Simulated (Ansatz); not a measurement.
# CH7BSSi: the cost of one run

All numbers below are computed with Ansatz 0.2.0 (RKS B3LYP-D4/def2-SVP).

**1. The system as given**

Bond lengths: B1–Si2 2.282 Å, B1–S3 1.712 Å, B1–H4 1.205 Å, B1–C5 1.582 Å, Si2–H6 1.459 Å, Si2–H7 1.459 Å, Si2–H8 1.458 Å, C5–H9 1.089 Å, C5–H10 1.090 Å, C5–H11 1.089 Å. Angles (14 of 18 angles, heavy atoms first): Si2–B1–S3 121.7°, Si2–B1–C5 105.5°, S3–B1–C5 132.7°, B1–Si2–H6 96.7°, B1–Si2–H7 124.4°, B1–Si2–H8 104.4°, Si2–B1–H4 55.1°, S3–B1–H4 74.1°, H4–B1–C5 145.5°, B1–C5–H9 111.7°, B1–C5–H10 111.5°, B1–C5–H11 112.5°, H6–Si2–H7 109.2°, H6–Si2–H8 110.9°.

Coordinates:

```xyz
11

B    -0.5432    0.3985   -0.5866
Si    1.4824   -0.5828   -0.2081
S    -0.9713    1.0145   -2.1256
H     0.4914    0.7291   -1.1089
C    -1.3337    0.2784    0.7790
H     0.9818   -1.9399   -0.0178
H     2.5789   -0.6061   -1.1696
H     1.9316   -0.0123    1.0564
H    -2.3012    0.7753    0.7290
H    -1.5306   -0.7625    1.0360
H    -0.7860    0.7078    1.6161
```

**2. A restrained relaxation towards end A**

Springs on the bonds that form and break draw the guess towards this end; the thresholds are loose.

File input.yaml:

```yaml
crystal:
  periodic: [false, false, false]
  atoms:
    - { symbol: B, position_ang: [-0.5432, 0.3985, -0.5866] }
    - { symbol: Si, position_ang: [1.4824, -0.5828, -0.2081] }
    - { symbol: S, position_ang: [-0.9713, 1.0145, -2.1256] }
    - { symbol: H, position_ang: [0.4914, 0.7291, -1.1089] }
    - { symbol: C, position_ang: [-1.3337, 0.2784, 0.779] }
    - { symbol: H, position_ang: [0.9818, -1.9399, -0.0178] }
    - { symbol: H, position_ang: [2.5789, -0.6061, -1.1696] }
    - { symbol: H, position_ang: [1.9316, -0.0123, 1.0564] }
    - { symbol: H, position_ang: [-2.3012, 0.7753, 0.729] }
    - { symbol: H, position_ang: [-1.5306, -0.7625, 1.036] }
    - { symbol: H, position_ang: [-0.786, 0.7078, 1.6161] }
basis:
  gaussian: { orbitals: def2-SVP }
hamiltonian:
  xc: b3lyp
  dispersion: d4
relax:
  f_tol: 0.15
  max_steps: 25
  restrain:
    - { distance: [3, 1], at: 2.72, k: 30.0 }
    - { distance: [0, 1], at: 1.95, k: 30.0 }
    - { distance: [3, 2], at: 1.36, k: 30.0 }
```

Command:

```
$ ansatz run input.yaml --threads 2 --pin off --max-ram 3072MiB --backend cpu --events-out ev --progress --plain --runs-dir out
```

Q: Estimate wall time and peak memory on 2 threads of Arm Neoverse V1, shared host.

About 39 s, with a peak of 0.2 GiB.
